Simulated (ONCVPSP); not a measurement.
# Pseudopotential generation for Ga: ONCV, PBE

Task: generate the file, and judge it by its errors in other configurations, its logarithmic derivatives, its ghosts and its cutoff.

Method: ONCVPSP 4.0.1.1 (patched build), PBE, scalar-relativistic.

## Step 1: Starting point

Typed settings, in words:

```json
{
  "element": "gallium (Ga, Z = 31)",
  "type": "optimised norm-conserving Vanderbilt (ONCV)",
  "frozen core": "[Ar]",
  "valence charge": "13",
  "reference configuration": "3d10 4s2 4p1",
  "partial waves": "4s: rc 1.50 bohr, ncon 4, nbas 7, qcut 4 1/bohr, 2 projectors, debl 3.9 Ha; 4p: rc 1.95 bohr, ncon 4, nbas 8, qcut 4.7 1/bohr, 3 projectors, debl 1 Ha; 3d: rc 0.90 bohr, ncon 3, nbas 8, qcut 14.6 1/bohr, 2 projectors, debl 3 Ha; f scattering state at 0.14 Ha: rc 1.60 bohr, ncon 4, nbas 8, qcut 6.5 1/bohr, 2 projectors, debl 1.9 Ha",
  "local potential": "polynomial inside 0.80 bohr (lpopt 4, dvloc0 3 Ha)",
  "core correction": "polynomial model core, fcfact 0.35"
}
```

The nodes and maxima of the atom's own shells, from an earlier all-electron run, set the scale for the radii.

All-electron outer shells of the reference configuration (PBE, scalar-relativistic, ld1.x):

| shell | level (eV) | outermost node (bohr) | outermost maximum (bohr) |
| --- | --- | --- | --- |
| 3s | -148.13 | 0.27 | 0.56 |
| 3p | -98.86 | 0.24 | 0.56 |
| 3d | -19.15 | – | 0.53 |
| 4s | -8.95 | 0.81 | 1.90 |
| 4p | -2.58 | 0.87 | 2.53 |

## Step 2: Generating the potential

Ga.dat reads:

```
# ATOM AND REFERENCE CONFIGURATION
# atsym  z   nc   nv     iexc    psfile
  Ga 31.00    5    3        4      upf
#
#   n    l    f
    1    0    2.00
    2    0    2.00
    2    1    6.00
    3    0    2.00
    3    1    6.00
    3    2   10.00
    4    0    2.00
    4    1    1.00
#
# PSEUDOPOTENTIAL AND OPTIMIZATION
# lmax
    3
#
#   l,   rc,      ep,       ncon, nbas, qcut
    0    1.50    0.00    4    7    4.00
    1    1.95    0.00    4    8    4.70
    2    0.90    0.00    3    8   14.60
    3    1.60    0.14    4    8    6.50
#
# LOCAL POTENTIAL
# lloc, lpopt,  rc(5),   dvloc0
    4    4    0.80    3.00
#
# VANDERBILT-KLEINMAN-BYLANDER PROJECTORs
# l, nproj, debl
    0    2    3.90
    1    3    1.00
    2    2    3.00
    3    2    1.90
#
# MODEL CORE CHARGE
# icmod, fcfact, rcfact
    1    0.35    0.00
#
# LOG DERIVATIVE ANALYSIS
# epsh1, epsh2, depsh
   -2.00    5.00    0.02
#
# OUTPUT GRID
# rlmax, drl
    6.00    0.01
#
# TEST CONFIGURATIONS
# ncnf
    4
# nvcnf
#   n    l    f
    3
    3    2   10.00
    4    0    2.00
    4    1    0.00
#
    3
    3    2   10.00
    4    0    1.00
    4    1    0.00
#
    3
    3    2   10.00
    4    0    0.00
    4    1    0.00
#
    3
    3    2   10.00
    4    0    0.00
    4    1    3.00
#
```

Run with:

```console
$ oncvpsp.x < Ga.dat > Ga.out
```

**Question.** What will these runs give? Wanted: cutoffs for 1 and 0.1 mHa per electron, occupied waves; bound ghosts; GHOST(+) flags; largest test error; largest phase difference near zero energy, channels read; rms error of d²Exc/dn², without and with the model core.

**Answer**, as computed:

| quantity | value |
| --- | --- |
| cutoffs for 1 and 0.1 mHa per electron, occupied waves | 95 Ha and 112 Ha |
| bound ghosts | p at -67.69 eV |
| GHOST(+) flags | s at 52 eV, p at 1367 eV |
| largest test error (AE − PS) | -82 meV, for 3d10 4s1 4p0 (1 test unsolved) |
| largest phase difference near zero energy, channels read | 0.005 rad |
| rms error of d²Exc/dn², without and with the model core | 6.14 and 2.49 mHa |

What this shows: It has a bound ghost (p), a state that the atom doesn't have, and that rules the file out. The worst unpolarised test, 3d10 4s1 4p0, is off by 82 meV on 26.8 eV; by total energies transferability rates as fair where solved. Of the tests 1 gave no usable energy difference, which is a warning in itself. By its cutoff, 95 Ha for the looser tolerance, it is very hard. At the looser tolerance the 3d wave is the slowest; 4s needs 8 Ha. Near zero energy the phases of the channels with partial waves agree within 0.005 rad. The program also flags highly localised states, GHOST(+) (s, p). All of this concerns the isolated atom, not yet a solid.
